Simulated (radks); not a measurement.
# Ionisation of Zn¹⁸⁺: one atom, several choices of exchange strength α

The task here is to estimate one member of a computed series from the others.

The numbers are computed with radks (a radial shooting solver on a logarithmic mesh, Libxc functionals) version 1 (Dirac Kohn-Sham, spin-unpolarised, spherical densities, point nucleus), except any that are marked as measured or tabulated.

### The atom as given

| Quantity | Value |
| --- | --- |
| element | zinc (Z = 30) |
| charge | +18 |
| electrons | 12 |
| configuration | [Ne] 3s2 |
| ion | Zn¹⁹⁺, [Ne] 3s1 |
| choices | α = 0.667; α = 0.832; α = 0.881; α = 0.993; α = 1.004 |

The outer shells:

Zn¹⁸⁺
```
[Ne] core
3s [↑↓]
```

Zn¹⁹⁺
```
[Ne] core
3s [↑ ]
```

The first run:

Settings of this run:

```text
Z 30
configuration [Ne] 3s2
relativity Dirac
functional xalpha 0.667
spin unpolarised
j_filling energy
nucleus point
c 137.035999084
```

Among the steps run: α = 0.667: Zn¹⁸⁺.

One of the session's tables, all rows but one given; the rest of the session is left out.

It belongs to the step «α = 0.667: Zn¹⁸⁺». Radial moments (bohr):

| level | <r> | outermost maximum (interpolated) | 90 % within | nodes |
| --- | --- | --- | --- | --- |
| 1s1/2 | 0.05036 | 0.0330 | 0.0900 | 0 |
| 2s1/2 | 0.2232 | 0.188 | 0.345 | 1 |
| 2p1/2 | ? | ? | ? | ? |
| 2p3/2 | 0.1960 | 0.152 | 0.319 | 0 |
| 3s1/2 | 0.5633 | 0.529 | 0.818 | 2 |

**Question.** Estimate the row for 2p1/2.

**Answer.** <r>: 0.1928; outermost maximum (interpolated): 0.149; 90 % within: 0.315; nodes: 0. In the column «<r>» it lies between 1s1/2 (0.05036) and 2p3/2 (0.1960).

Limits of these values: Spin polarisation and multiplet splitting are left out, so open shells lie too high by an amount that depends on their filling.
